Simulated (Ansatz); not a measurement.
**Rh: a trigonal deformation path**

The task here is to estimate one member of a computed series from the others.

Method: DFT r2SCAN, scalar-relativistic, plane waves, PAW, in Ansatz 0.2.0.

**The system as given**

The structure is cubic, space group Fm-3m (No. 225). The conventional cell has a = 3.803 Å, b = 3.803 Å, c = 3.803 Å, α = 90.00°, β = 90.00°, γ = 90.00°. Around Rh (site symmetry m-3m) lie 12 Rh at 2.69 Å.

Structure file:

```cif
data_structure
_symmetry_space_group_name_H-M 'P 1'
_symmetry_Int_Tables_number 1
_cell_length_a 2.6892
_cell_length_b 2.6892
_cell_length_c 2.6892
_cell_angle_alpha 60.000
_cell_angle_beta 60.000
_cell_angle_gamma 60.000
_cell_volume 13.75
loop_
_atom_site_label
_atom_site_type_symbol
_atom_site_fract_x
_atom_site_fract_y
_atom_site_fract_z
_atom_site_occupancy
Rh1 Rh 0.00000 0.00000 0.00000 1
```

The cell is taken as given, not relaxed at this level.

**The reference cell**

Reference values: F = -6415.2801 eV; pressure -0.65 GPa; largest force 0.000 eV/Å; gap on the mesh none (metal). It was computed beforehand with the settings of the runs below.

Set-up of the first run:

At fixed volume and fractional coordinates, lengths along (0.577, 0.577, 0.577) are scaled against those across it; ρ is that ratio over its starting value.

The input, input.yaml:

```yaml
crystal:
  lattice:
    - [-0.7986009575, 1.597201915, 1.597201915]
    - [1.597201915, -0.7986009575, 1.597201915]
    - [1.597201915, 1.597201915, -0.7986009575]
  atoms:
    - { symbol: Rh, position: [0.0, 0.0, 0.0] }
basis:
  ecutwfc: 500
kpoints:
  mp_grid: { grid: [24, 24, 24] }
hamiltonian:
  xc: r2scan
scf:
  occupations: { method: gaussian, width: 0.15 }
output:
  forces: true
  stress: true
  eigenvalues: true
  write_density: true
  write_potential: true
  elf: true
  volumetric_format: npy
```

The run is started by

```console
$ ansatz run input.yaml --threads 1 --pin off --max-ram 2560MiB --backend cpu --events-out ev --progress --plain --runs-dir out
```

Among the steps run: At ρ = 0.500; ρ = 2.000; ρ = 0.710; ρ = 1.410; ρ = 0.600; ρ = 0.850; Point ρ = 1.200; ρ = 1.700; At ρ = 0.930; ρ = 1.080.

One table of the session follows, with a row left open; its other results are not shown here.

The scan, with free energies counted from the undisturbed cell:

```
    ρ  ΔE (meV/atom)  pressure (GPa)
0.500         1030.4            41.3
0.600         1036.7            38.5
0.710          923.6            29.5
0.850              ?               ?
0.930           58.5             1.3
1.000            0.0            -0.7
1.080           65.3             1.7
1.200          348.9            12.6
1.410         1152.1            45.8
1.700         2784.9           110.6
2.000         5084.9           195.2
```

Q: Estimate the row for ρ = 0.850 from the others.

Worked estimate for «ΔE (meV/atom)». A straight line through the neighbours (0.710, 923.6) and (0.930, 58.5) gives 923.6 + (58.5 − 923.6) × (0.850 − 0.710) / (0.930 − 0.710) = 373.1; a parabola fitted to 4 rows on both sides gives 444.4.

**Answer.** ΔE (meV/atom): 279.3; pressure (GPa): 8.4. In «ΔE (meV/atom)» the line misses by +93.8 and the parabola by +165.1.
